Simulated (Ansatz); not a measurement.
# CH₅BO₂: up Jacob's ladder to CCSD(T)

One table from this session's results is given with a row withheld; the runs are named, their logs left out.

The runs use Ansatz 0.2.0, Gaussian basis; functionals in def2-TZVPP, the program's frozen cores in correlated methods.

Plan: LDA (SPW92), PBE-D4, revPBE-D4, BLYP-D4, r2SCAN-D4, B97M-V, PBE0-D4, B3LYP-D4, r2SCANh-D4, r2SCAN0-D4, HSE06-D4, BHLYP-D4, CAM-B3LYP-D4, LC-ωPBE, ωB97X-V, ωB97M-V, B2PLYP, PBE-QIDH; CCSD(T)/def2-SVP; CCSD(T)/def2-TZVPP; MP2/def2-QZVPP; extrapolation to the limit; RPA on PBE.

**The relaxed structure**

All runs share one geometry, relaxed beforehand with PBE0-D4 in a triple-zeta def2 set.

SMILES `OBCO`, 9 atoms, charge 0, spin multiplicity 1.

Atoms are counted from 1 here; the program's logs count them from 0.

Bond lengths: O1–B2 1.356 Å, O1–H5 0.959 Å, B2–C3 1.561 Å, B2–H6 1.202 Å, C3–O4 1.413 Å, C3–H7 1.102 Å, C3–H8 1.102 Å, O4–H9 0.961 Å. Angles: B2–O1–H5 114.6°, O1–B2–C3 116.8°, O1–B2–H6 120.8°, C3–B2–H6 122.4°, B2–C3–O4 115.9°, B2–C3–H7 108.3°, B2–C3–H8 108.3°, O4–C3–H7 109.7°, O4–C3–H8 109.7°, H7–C3–H8 104.3°, C3–O4–H9 107.7°.

As a file:

```mol
CH5BO2
  3D, bonds by distance, orders not assigned

  9  8  0  0  0  0  0  0  0  0999 V2000
   -0.9086    1.1684   -0.4086 O   0  0
    0.2696    0.5087   -0.5381 B   0  0
    0.4630   -0.7670    0.3396 C   0  0
   -0.6184   -1.1043    1.1840 O   0  0
   -0.9933    1.9471   -0.9624 H   0  0
    1.1143    0.9013   -1.2974 H   0  0
    0.6923   -1.6144   -0.3270 H   0  0
    1.3778   -0.6381    0.9409 H   0  0
   -1.3082   -0.4480    1.0518 H   0  0
  1  2  8  0
  2  3  8  0
  3  4  8  0
  1  5  8  0
  2  6  8  0
  3  7  8  0
  3  8  8  0
  4  9  8  0
M  END
```

The first run:

Input file in.yaml:

```yaml
crystal:
  periodic: [false, false, false]
  atoms:
    - {symbol: O, position_ang: [-0.908559, 1.168360, -0.408612]}
    - {symbol: B, position_ang: [0.269606, 0.508745, -0.538082]}
    - {symbol: C, position_ang: [0.462964, -0.766959, 0.339629]}
    - {symbol: O, position_ang: [-0.618440, -1.104292, 1.183991]}
    - {symbol: H, position_ang: [-0.993305, 1.947104, -0.962410]}
    - {symbol: H, position_ang: [1.114320, 0.901308, -1.297370]}
    - {symbol: H, position_ang: [0.692339, -1.614366, -0.326984]}
    - {symbol: H, position_ang: [1.377803, -0.638113, 0.940938]}
    - {symbol: H, position_ang: [-1.308229, -0.447987, 1.051801]}
basis:
  gaussian: {orbitals: def2-TZVPP}
hamiltonian: {xc: lda}
output: {orbitals: {seedname: orbitals}}
```

The run is started by

```sh
> ansatz run in.yaml --threads 2 --pin off --events-out ev --progress --plain --max-ram 4352MiB
```

Among the steps run: LDA; PBE-D4 (GGA); revPBE-D4 (GGA); BLYP-D4 (GGA); r2SCAN-D4 (meta-GGA); B97M-V (meta-GGA); B3LYP-D4 (hybrid); r2SCANh-D4 (hybrid); r2SCAN0-D4 (hybrid); HSE06-D4 (hybrid); BHLYP-D4 (hybrid); CAM-B3LYP-D4 (range-separated); LC-ωPBE (range-separated); ωB97X-V (range-separated); ωB97M-V (range-separated); B2PLYP (double hybrid); PBE-QIDH (double hybrid).

One table of the session follows, with a row left open; its other results are not shown here.

It belongs to the step «Orbital energies across the functionals». 

| functional | HOMO (eV) | gap (eV) |
| --- | --- | --- |
| LDA (SPW92) | -6.12 | 4.75 |
| PBE-D4 | -5.99 | 4.88 |
| revPBE-D4 | -5.93 | 4.94 |
| BLYP-D4 | -5.90 | 4.90 |
| r2SCAN-D4 | -6.34 | 5.63 |
| B97M-V | -6.50 | 5.75 |
| PBE0-D4 | -7.67 | 7.56 |
| B3LYP-D4 | -7.41 | 7.04 |
| r2SCANh-D4 | ? | ? |
| r2SCAN0-D4 | -7.92 | 8.07 |
| HSE06-D4 | -7.25 | 6.77 |
| BHLYP-D4 | -9.29 | 10.17 |
| CAM-B3LYP-D4 | -9.15 | 10.10 |
| LC-ωPBE | -10.50 | 12.69 |
| ωB97X-V | -10.18 | 12.25 |
| ωB97M-V | -10.11 | 11.91 |

Estimate the missing values for r2SCANh-D4.

Worked estimate for «HOMO (eV)». Against the share of exact exchange, r2SCAN-D4 (0, -6.34), r2SCAN0-D4 (0.25, -7.92) give a slope of -6.32 per unit share; at 0.1 the line stands at -6.97.

**Answer.** HOMO (eV): -6.97; gap (eV): 6.61. In «HOMO (eV)» the line misses by 0.00.
